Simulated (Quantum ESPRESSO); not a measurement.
The system is Cu.

```
CELL_PARAMETERS angstrom
-1.37500 1.37500 1.37500
1.37500 -1.37500 1.37500
1.37500 1.37500 -1.37500
ATOMIC_POSITIONS crystal
Cu 0.00000 0.00000 0.00000
```

The cell was built by a generator and needn't be a form met in nature.

Base run:

```yaml
Program: Quantum ESPRESSO 7.5
Functional: LDA
Potentials_or_basis: GBRV 1.5 LDA
Cutoff: 762 eV
Density_cutoff: 6095 eV
k_mesh: 18 × 18 × 18
Occupations: methfessel-paxton, width 0.1 eV
Spin: no spin polarisation
```

Its results: band gap on the k mesh none (metal or under the smearing width); pressure 10.8 GPa.

Question: The run is repeated on the same cell with these changes: functional from LDA to PBEsol; potentials or basis from GBRV 1.5 LDA to GBRV 1.5 PBEsol. What comes out?

Answer: Band gap on the k mesh none (metal or under the smearing width); pressure 18.4 GPa.

Caveats: so large a pressure means that the cell lies far from this level's equilibrium, or that cutoff or potentials fall short (some runs).
